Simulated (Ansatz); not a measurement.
# Zn (Zinc): the cost of one run

Computed with Ansatz 0.2.0 (DFT PBE, scalar-relativistic, plane waves, PAW, unless a step's input says otherwise).

The COD entry's cell or inner coordinates are ideal or old and differ from later refinements, so a difference from it is no clean test against experiment.

## 1. The system as given

Symmetry: P6_3/mmc, No. 194, hexagonal system. Conventional cell: a = 2.633 Å, b = 2.633 Å, c = 5.108 Å, α = 90.00°, β = 90.00°, γ = 120.00°. Zn (site symmetry -6m2) has 12 Zn at 2.63 to 2.97 Å as nearest neighbours.

As a file:

```
CELL_PARAMETERS angstrom
2.63332 0.00000 0.00000
-1.31666 2.28052 0.00000
0.00000 0.00000 5.10824
ATOMIC_POSITIONS crystal
Zn 0.33333 0.66667 0.25000
Zn 0.66667 0.33333 0.75000
```

This cell was relaxed beforehand with the same method: volume 15.34 Å³/atom, gap on the mesh none (metal).

## 2. Bulk reference on the slab's mesh

Contents of input.yaml:

```yaml
crystal:
  lattice:
    - [2.6333229218, 0.0, 0.0]
    - [-1.3166614609, 5.5941897124, 0.0]
    - [1.3166614609, 0.9296774824, 2.0824245452]
  atoms:
    - { symbol: Zn, position: [0.0833333333, 0.75, 0.5833333333] }
    - { symbol: Zn, position: [0.9166666667, 0.25, 0.4166666667] }
basis:
  ecutwfc: 420
kpoints:
  mp_grid: { grid: [13, 6, 16] }
hamiltonian:
  xc: pbe
scf:
  occupations: { method: gaussian, width: 0.1 }
output:
  forces: true
  stress: true
  eigenvalues: true
```

Command:

```sh
$ ansatz run input.yaml --threads 1 --pin off --max-ram 2560MiB --backend cpu --events-out ev --progress --plain --runs-dir out
```

Q: Estimate wall time and peak memory on 1 thread of Arm Neoverse V1, shared host.

About 17 s, with a peak of 0.52 GiB.
